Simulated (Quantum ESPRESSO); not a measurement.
**TaF3 in Quantum ESPRESSO: the effect of dispersion**

Crystal: TaF3.

```
Ta F
1.0
     3.90120    0.00000    0.00000
     0.00000    3.90120    0.00000
     0.00000    0.00000    3.90120
Ta F
1 3
Direct
  0.00000 0.00000 0.00000
  0.50000 0.00000 0.00000
  0.00000 0.50000 0.00000
  0.00000 0.00000 0.50000
```

Alike in all runs:

| Item | Value |
| --- | --- |
| Program | Quantum ESPRESSO 7.5 |
| Task | phonons |
| Potentials or basis | JTH 2.0 PBE |
| Cutoff | 707 eV |
| Density cutoff | 4245 eV |
| k mesh | 7 × 7 × 7 |
| Occupations | cold, width 0.2 eV |
| Spin | no spin polarisation |

Each run relaxes the cell or the atoms first.

```csv
dispersion,functional,relaxed volume (Å³/atom),highest phonon frequency (cm⁻¹)
none,PBE,17.44,521
D2,PBE,16.85,570
D3(BJ) two-body,PBE,?,?
rVV10,rPW86PBE,17.59,544
```

Q: What does the run with dispersion D3(BJ) two-body give?

A: Relaxed volume 17.27 Å³/atom; highest phonon frequency 535 cm⁻¹.

Caveats: the mesh is thin for the phonons of a metal; the volume moved by over 15 % at a fixed basis, so the end points are rough (some runs); pairwise dispersion overbinds metals, which lowers pressure and volume (some runs); before the sum rule the acoustic modes lie tens of cm⁻¹ from zero, a sign that the density grid also shifts the optical modes (some runs); the potentials were made for another functional, which shifts forces and pressure (some runs).
